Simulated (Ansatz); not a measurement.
# BF2H2O: the cost of one run

Program: Ansatz 0.2.0. Level of theory: UHF/def2-SVP. These are calculated values, not measurements.

### 1 The structure to begin with

Bond lengths: B1–F2 1.570 Å, B1–H3 1.190 Å, B1–F4 1.320 Å, O5–H6 1.010 Å. Angles: F2–B1–H3 120.0°, F2–B1–F4 120.0°, H3–B1–F4 120.0°.

Coordinates:

```xyz
6

B     0.0000    0.0000    0.0000
F     0.0000    0.0000    1.5700
H     1.0305    0.0000   -0.5950
F    -1.1431    0.0000   -0.6600
O     0.0000    0.0000    3.1000
H    -0.5144   -0.8011    3.4371
```

### 2 A restrained relaxation towards end A

Springs on the bonds that form and break draw the guess towards this end; the thresholds are loose.

File input.yaml:

```yaml
crystal:
  periodic: [false, false, false]
  atoms:
    - { symbol: B, position_ang: [0.0, 0.0, 0.0] }
    - { symbol: F, position_ang: [0.0, 0.0, 1.57] }
    - { symbol: H, position_ang: [1.0305, 0.0, -0.595] }
    - { symbol: F, position_ang: [-1.1431, 0.0, -0.66] }
    - { symbol: O, position_ang: [0.0, 0.0, 3.1] }
    - { symbol: H, position_ang: [-0.5144, -0.8011, 3.4371] }
magnetization:
  spin_polarized: true
  initial_magnetization: 1
basis:
  gaussian: { orbitals: def2-SVP }
hamiltonian:
  xc: hf
relax:
  f_tol: 0.15
  max_steps: 25
  restrain:
    - { distance: [1, 4], at: 2.43, k: 30.0 }
    - { distance: [0, 1], at: 1.32, k: 30.0 }
```

Command:

```console
$ ansatz run input.yaml --threads 1 --pin off --max-ram 2048MiB --backend cpu --events-out ev --progress --plain --runs-dir out
```

**Question.** How long does this run take on 1 thread of Arm Neoverse V1, shared host, and how much memory does it need?

About 21 s, with a peak of 0.12 GiB.
